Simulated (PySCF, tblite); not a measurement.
# Si₄NH₁₁: a rotation path, then NMR shifts on frames, part 2 of 2

tblite 0.8.0 and PySCF 2.14.0. Atoms count from 0.

## Step 5: Nuclear shieldings: image 4, PBE0/pcSseg-1

Job settings and geometry (Å):

```
{"job": {"kind": "nmr", "xc": "PBE0", "basis": "pcSseg-1", "pop": false}, "charge": 0, "multiplicity": 1}
Si     2.292100    -1.164100     0.506000
Si     0.914700    -0.042300    -0.952900
N     -0.664900     0.275300    -0.253200
Si    -1.205200    -0.425100     1.249000
Si    -1.652900     1.511600    -0.986000
H      3.644400    -1.298000    -0.045800
H      1.876100    -2.534600     0.823000
H      2.458700    -0.483600     1.796600
H      0.665300    -0.737900    -2.229300
H      1.489500     1.261900    -1.332800
H     -2.664600    -0.493200     1.236900
H     -0.645600    -1.773100     1.346100
H     -0.758700     0.404300     2.374300
H     -1.306500     2.815600    -0.411500
H     -1.398700     1.502900    -2.423300
H     -3.051400     1.189200    -0.708800
```

Level: GIAO PBE0/pcSseg-1 NMR shielding, non-relativistic, gas phase.

Standard output:

```text
coarse grid: 14384 points
cycle   1  E = -1218.6882118900  dE =  5.248e-03  |g| = 4.615e-01  |ddm| = 3.541e+00
cycle   2  E = -1218.6173726533  dE =  7.084e-02  |g| = 7.178e-01  |ddm| = 1.028e+00
cycle   3  E = -1218.7315023156  dE = -1.141e-01  |g| = 6.588e-02  |ddm| = 7.380e-01
cycle   4  E = -1218.7325292545  dE = -1.027e-03  |g| = 1.453e-02  |ddm| = 9.760e-02
cycle   5  E = -1218.7325850294  dE = -5.577e-05  |g| = 2.724e-03  |ddm| = 2.405e-02
cycle   6  E = -1218.7325872935  dE = -2.264e-06  |g| = 5.875e-04  |ddm| = 4.371e-03
final grid: 117792 points
cycle   7  E = -1218.7562237035  dE = -9.743e-06  |g| = 4.564e-03  |ddm| = 1.498e-02
cycle   8  E = -1218.7562159670  dE =  7.736e-06  |g| = 7.440e-03  |ddm| = 1.048e-02
cycle   9  E = -1218.7562279127  dE = -1.195e-05  |g| = 3.616e-04  |ddm| = 6.628e-03
cycle  10  E = -1218.7562279314  dE = -1.873e-08  |g| = 5.098e-05  |ddm| = 3.468e-04
cycle  11  E = -1218.7562279319  dE = -5.487e-10  |g| = 1.481e-05  |ddm| = 7.564e-05
converged SCF energy = -1218.7562279319

GIAO shielding tensors (ppm)
atom      isotropic    diamagn.    paramagn.     s11        s22        s33       span
  0 Si     471.270     880.843    -409.573    465.019    468.002    480.788     15.769
  1 Si     391.192     881.142    -489.950    332.134    370.708    470.734    138.601
  2 N      290.668     332.010     -41.342    273.625    293.911    304.467     30.842
  3 Si     394.758     881.043    -486.285    342.352    370.891    471.030    128.678
  4 Si     391.062     880.045    -488.983    338.134    363.779    471.274    133.140
  5 H       28.377      28.805      -0.428     25.018     25.613     34.500      9.482
  6 H       27.946      29.849      -1.904     24.362     26.431     33.043      8.681
  7 H       28.005      29.859      -1.854     24.720     26.346     32.949      8.229
  8 H       26.536      29.999      -3.462     22.541     25.176     31.892      9.351
  9 H       26.636      30.271      -3.635     22.775     25.782     31.351      8.576
 10 H       26.935      30.322      -3.386     23.431     25.426     31.948      8.517
 11 H       26.793      31.198      -4.406     22.560     26.889     30.929      8.368
 12 H       26.891      30.428      -3.537     23.640     24.489     32.544      8.904
 13 H       26.918      29.269      -2.351     23.166     24.904     32.682      9.516
 14 H       26.965      29.207      -2.241     23.418     25.492     31.986      8.568
 15 H       26.920      29.497      -2.577     23.276     25.475     32.008      8.732
```

Wall time 15 s (1 thread of Arm Neoverse V2, shared host); peak memory 0.87 GiB.

Key values: δ Si4 -41.9, Si1 -42.0, Si3 -45.6, Si0 -122.1, H8 5.18, H9 5.08 ppm.

## Step 6: NMR shieldings: image 6, PBE0/pcSseg-1

Job settings and geometry (Å):

```
{"job": {"kind": "nmr", "xc": "PBE0", "basis": "pcSseg-1", "pop": false}, "charge": 0, "multiplicity": 1}
Si     2.207100    -1.468300     0.297500
Si     1.042500     0.243900    -0.702600
N     -0.634300     0.319400    -0.187000
Si    -1.111800    -0.060000     1.446100
Si    -1.773000     1.204700    -1.169100
H      3.579800    -1.509700    -0.218700
H      1.650700    -2.802100     0.044000
H      2.360500    -1.361800     1.753700
H      0.984300     0.107200    -2.167100
H      1.659800     1.564200    -0.461500
H     -2.531000    -0.406700     1.445100
H     -0.315300    -1.206100     1.884700
H     -0.886100     1.095100     2.322100
H     -1.697500     2.639100    -0.875000
H     -1.438400     0.958100    -2.568500
H     -3.104700     0.691800    -0.854900
```

Method: GIAO PBE0/pcSseg-1 NMR shielding, non-relativistic, gas phase.

Standard output:

```text
coarse grid: 14384 points
cycle   1  E = -1218.6895614800  dE =  3.851e-03  |g| = 4.557e-01  |ddm| = 3.540e+00
cycle   2  E = -1218.6201354991  dE =  6.943e-02  |g| = 7.100e-01  |ddm| = 1.003e+00
cycle   3  E = -1218.7317592984  dE = -1.116e-01  |g| = 6.668e-02  |ddm| = 7.195e-01
cycle   4  E = -1218.7328174233  dE = -1.058e-03  |g| = 1.429e-02  |ddm| = 9.732e-02
cycle   5  E = -1218.7328712635  dE = -5.384e-05  |g| = 2.687e-03  |ddm| = 2.357e-02
cycle   6  E = -1218.7328734294  dE = -2.166e-06  |g| = 5.982e-04  |ddm| = 4.324e-03
final grid: 117792 points
cycle   7  E = -1218.7568181597  dE = -1.026e-05  |g| = 4.523e-03  |ddm| = 1.511e-02
cycle   8  E = -1218.7568105722  dE =  7.588e-06  |g| = 7.369e-03  |ddm| = 1.020e-02
cycle   9  E = -1218.7568222747  dE = -1.170e-05  |g| = 3.809e-04  |ddm| = 6.459e-03
cycle  10  E = -1218.7568222969  dE = -2.220e-08  |g| = 5.809e-05  |ddm| = 3.850e-04
cycle  11  E = -1218.7568222976  dE = -7.449e-10  |g| = 1.669e-05  |ddm| = 8.553e-05
converged SCF energy = -1218.7568222976

GIAO shielding tensors (ppm)
atom      isotropic    diamagn.    paramagn.     s11        s22        s33       span
  0 Si     469.580     880.556    -410.976    459.079    469.758    479.904     20.825
  1 Si     388.375     881.071    -492.696    320.464    363.583    481.078    160.615
  2 N      276.971     331.846     -54.874    257.484    278.771    294.659     37.175
  3 Si     394.601     881.095    -486.494    346.260    365.664    471.880    125.620
  4 Si     388.196     879.925    -491.729    330.974    356.972    476.641    145.666
  5 H       28.419      28.711      -0.291     25.156     25.657     34.445      9.290
  6 H       28.139      29.533      -1.394     24.939     25.991     33.487      8.548
  7 H       27.919      29.640      -1.721     24.396     26.571     32.789      8.393
  8 H       26.574      30.543      -3.970     22.718     25.977     31.026      8.307
  9 H       26.558      30.026      -3.469     22.584     25.132     31.957      9.373
 10 H       26.949      30.389      -3.441     23.474     25.425     31.947      8.473
 11 H       26.925      31.314      -4.389     22.300     27.736     30.739      8.438
 12 H       26.954      29.940      -2.986     23.648     24.382     32.833      9.186
 13 H       26.909      28.946      -2.038     23.328     24.650     32.748      9.421
 14 H       26.907      29.510      -2.603     23.296     25.649     31.775      8.480
 15 H       26.882      29.496      -2.615     23.235     25.435     31.975      8.740
```

Run time: 16 s. Hardware: 1 thread of Arm Neoverse V2, shared host; peak memory 0.87 GiB.

This run: δ Si4 -39.0, Si1 -39.2, Si3 -45.4, Si0 -120.4, H9 5.16, H8 5.14 ppm.

## Step 7: Nuclear shieldings: image 8, PBE0/pcSseg-1

Job settings and geometry (Å):

```
{"job": {"kind": "nmr", "xc": "PBE0", "basis": "pcSseg-1", "pop": false}, "charge": 0, "multiplicity": 1}
Si     2.052800    -1.616200    -0.019800
Si     1.171100     0.490800    -0.325000
N     -0.563200     0.452900    -0.054800
Si    -1.134600     0.263000     1.578000
Si    -1.692900     0.853000    -1.318200
H      2.984600    -1.982600    -1.094800
H      1.072300    -2.706800     0.037800
H      2.838100    -1.728400     1.217000
H      1.354100     1.030400    -1.679100
H      1.730300     1.509000     0.583100
H     -2.440800    -0.388600     1.528400
H     -0.153900    -0.571900     2.275800
H     -1.245600     1.568100     2.237200
H     -1.956300     2.295300    -1.331300
H     -1.097100     0.428000    -2.583700
H     -2.926500     0.112900    -1.062100
```

Level: GIAO PBE0/pcSseg-1 NMR shielding, non-relativistic, gas phase.

Standard output:

```text
coarse grid: 14384 points
cycle   1  E = -1218.6875672884  dE =  7.708e-04  |g| = 4.646e-01  |ddm| = 3.536e+00
cycle   2  E = -1218.6155301206  dE =  7.204e-02  |g| = 7.232e-01  |ddm| = 1.018e+00
cycle   3  E = -1218.7314655026  dE = -1.159e-01  |g| = 6.516e-02  |ddm| = 7.346e-01
cycle   4  E = -1218.7324736332  dE = -1.008e-03  |g| = 1.435e-02  |ddm| = 9.637e-02
cycle   5  E = -1218.7325272105  dE = -5.358e-05  |g| = 2.665e-03  |ddm| = 2.439e-02
cycle   6  E = -1218.7325292641  dE = -2.054e-06  |g| = 5.897e-04  |ddm| = 4.243e-03
final grid: 117792 points
cycle   7  E = -1218.7565764404  dE = -1.030e-05  |g| = 4.490e-03  |ddm| = 1.534e-02
cycle   8  E = -1218.7565691517  dE =  7.289e-06  |g| = 7.261e-03  |ddm| = 1.010e-02
cycle   9  E = -1218.7565804800  dE = -1.133e-05  |g| = 3.706e-04  |ddm| = 6.355e-03
cycle  10  E = -1218.7565805008  dE = -2.088e-08  |g| = 5.709e-05  |ddm| = 3.824e-04
cycle  11  E = -1218.7565805016  dE = -7.290e-10  |g| = 1.838e-05  |ddm| = 8.642e-05
converged SCF energy = -1218.7565805016

GIAO shielding tensors (ppm)
atom      isotropic    diamagn.    paramagn.     s11        s22        s33       span
  0 Si     466.523     880.580    -414.057    435.617    478.424    485.529     49.911
  1 Si     388.269     881.125    -492.856    332.378    364.260    468.170    135.792
  2 N      287.621     332.064     -44.443    282.451    285.329    295.084     12.633
  3 Si     396.170     881.109    -484.939    346.405    371.323    470.780    124.375
  4 Si     390.234     880.367    -490.133    333.292    366.438    470.973    137.682
  5 H       28.281      28.926      -0.645     24.915     25.806     34.122      9.207
  6 H       28.245      29.869      -1.624     24.851     26.964     32.921      8.070
  7 H       28.068      29.138      -1.069     24.791     25.895     33.519      8.728
  8 H       26.598      30.514      -3.916     22.717     26.100     30.978      8.260
  9 H       26.558      30.046      -3.487     22.789     25.195     31.691      8.902
 10 H       26.985      30.343      -3.358     23.558     25.277     32.121      8.564
 11 H       27.051      30.847      -3.796     22.974     26.959     31.220      8.246
 12 H       26.964      29.565      -2.602     23.428     24.665     32.797      9.369
 13 H       26.918      29.065      -2.147     23.191     24.655     32.908      9.717
 14 H       26.918      30.054      -3.136     23.114     25.917     31.722      8.608
 15 H       26.939      29.905      -2.966     23.458     25.341     32.018      8.560
```

Wall time 16 s (1 thread of Arm Neoverse V2, shared host); peak memory 0.81 GiB.

This run: δ Si1 -39.1, Si4 -41.1, Si3 -47.0, Si0 -117.4, H9 5.16, H8 5.12 ppm.

## Step 8: Run by run: NMR shifts

Shifts (ppm) of some atoms, chosen among heavy atoms and hydrogens apart, with basis size and wall time:

```tsv
frame	H9	H6	Si1	Si3	Si4	Si0	N2	functions	time
image 0	5.35	3.59	-32.5	-43.1	-43.2	-127.7	-8.2	168	16 s
image 2	5.18	3.72	-37.8	-46.4	-40.4	-122.2	-21.9	168	15 s
image 4	5.08	3.77	-42.0	-45.6	-41.9	-122.1	-22.9	168	15 s
image 6	5.16	3.58	-39.2	-45.4	-39.0	-120.4	-9.2	168	16 s
image 8	5.16	3.47	-39.1	-47.0	-41.1	-117.4	-19.9	168	16 s
```

## Step 9: What came out

This closing draws on all 2 parts.

```
                                        quantity                                                                 value
                                         barrier                                    0.053 eV (1.2 kcal/mol) at image 4
                           end to end (GFN2-xTB)                                                              0.010 eV
  1H shifts against TMS (PBE0/pcSseg-1, image 0)  5.35, 5.35, 4.85, 4.85, 4.80, 4.80, 4.78, 4.78, 3.59, 3.59, 3.17 ppm
29Si shifts against TMS (PBE0/pcSseg-1, image 0)                                       -32.5, -43.1, -43.2, -127.7 ppm
 15N shifts against NH3 (PBE0/pcSseg-1, image 0)                                                              -8.2 ppm
                        range of the shift of N2                                                     -22.9 to -8.2 ppm
```

Along the band the dihedral turns by 154°, and the top (dihedral -10°) lies 1.2 kcal/mol above the start (GFN2-xTB, rough), so at room temperature this motion is fast. Ends this close can change order at a higher level. The top was not checked by a frequency run. Shifts at one fixed geometry are not the observed spectrum, which averages over the motion. In ppm, N2 moves most: its shift spreads over 14.7 ppm, from -22.9 (image 4) to -8.2 (image 0).
